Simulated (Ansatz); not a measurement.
Task: a surface slab of LaH3, space group Fm-3m, with Ansatz 0.2.0 through its Python package. Give the script and its output. Settings: PBEsol, PAW, cutoff 490 eV, 5×5×1 k-points, cold smearing of 0.1 eV.

```cif
data_structure
_symmetry_space_group_name_H-M 'P 1'
_symmetry_Int_Tables_number 1
_cell_length_a 3.9407
_cell_length_b 3.9407
_cell_length_c 3.9407
_cell_angle_alpha 60.000
_cell_angle_beta 60.000
_cell_angle_gamma 60.000
_cell_volume 43.27
loop_
_atom_site_label
_atom_site_type_symbol
_atom_site_fract_x
_atom_site_fract_y
_atom_site_fract_z
_atom_site_occupancy
La1 La 0.00000 0.00000 0.00000 1
H1 H 0.50000 0.50000 0.50000 1
H2 H 0.75000 0.75000 0.75000 1
H3 H 0.25000 0.25000 0.25000 1
```

`lah3.py`:
```python
"""A surface of LaH3: energy and work function."""

import warnings

import ansatz as az
from ase import Atoms
from ase.build import surface
import numpy as np

warnings.simplefilter("ignore", az.DeckWarning)

atoms = Atoms(
    ["La", "H", "H", "H"],
    scaled_positions=[
        (0.0, 0.0, 0.0),
        (0.5, 0.5, 0.5),
        (0.75, 0.75, 0.75),
        (0.25, 0.25, 0.25),
    ],
    cell=[
        (0.0, 2.78647945, 2.78647945),
        (2.78647945, 0.0, 2.78647945),
        (2.78647945, 2.78647945, 0.0),
    ],
    pbc=True,
)
# Miller indices count the vectors of the cell as typed
slab = surface(atoms, (1, 0, 0), 3, vacuum=6.0)
slab.pbc = (True, True, False)

print(slab.get_chemical_formula(), "area {:.3f} A^2, cell height {:.2f} A".format(np.linalg.norm(np.cross(slab.cell[0], slab.cell[1])), slab.cell[2, 2]))


def common(structure):
    return (
        az.Crystal.from_ase(structure).calculation()
        .functional("PBEsol")
        .basis(18 * az.Ha)
        .occupations("cold")
    )


setup = common(slab).kpoints(5, 5, 1).potential().forces()
done = setup.run(threads=1)
summary = done.report

print(f"slab free energy {summary['free_energy_ev']:.4f} eV, Fermi level {summary['fermi_energy_ev']:.3f} eV")
print("vacuum reading:", {k: round(v, 3) for k, v in summary.get("vacuum", {}).items() if isinstance(v, float)})

print("z (A) and force along z (eV/A)")
for site, force in sorted(zip(done.lattice.sites, summary["forces_ev_ang"]), key=lambda pair: pair[0].position_ang[2]):
    print(f"{site.symbol:3s} {site.position_ang[2]:8.3f} {force[2]:9.4f}")
```

```console
$ python lah3.py
H9La3 area 13.448 A^2, cell height 20.85 A
RunWarning: The output density's exchange-correlation potential varies sharply where the density is thin. Do not read a vacuum level from v_tot or v_xc, or from such a field of the output density. On a cell that repeats whose density bears no net charge and no dipole along the vacuum's axis use v_es (v_loc + v_h of [...]
slab free energy -18626.5578 eV, Fermi level -5.157 eV
vacuum reading: {'free_states_from_ev': -1.778, 'bound_up_to_ev': -1.807}
z (A) and force along z (eV/A)
La     6.000    1.1479
H      6.804   -0.4072
H      7.609   -0.5291
H      8.413   -0.4420
La     9.218    0.9022
H     10.022   -0.4136
H     10.826   -0.2523
H     11.631   -0.2509
La    12.435    1.3257
H     13.239   -0.4603
H     14.044   -0.1037
H     14.848   -0.5166
```
(Warnings from the package without file and line, shortened.)

Caveats:
- Total energies depend on the potentials; only differences at equal settings carry meaning. A total without «per atom» is that of the cell as typed.
- Cold and Methfessel-Paxton smearing aren't meant for a gap as narrow as their width.
- An absolute Fermi energy rests on an arbitrary zero of the periodic potential and has no direct meaning.
- This cell is a computed structure, which may not be the phase found in nature.
- The slab is thin and cut from the structure as given; a cut can leave two unlike or polar faces, and the surface energy is then their mean. Miller indices refer to the vectors of the cell as typed, and the lattice isn't relaxed for this functional, so relaxation and surface energy can hold strain.
- The script silences the warnings on its input, which a real study should read.
- It ran for 22 s on 1 thread of Arm Neoverse V2, on a shared host, peak memory 0.78 GiB.

(Lines on the test bed's own set-up are left out of the output.)
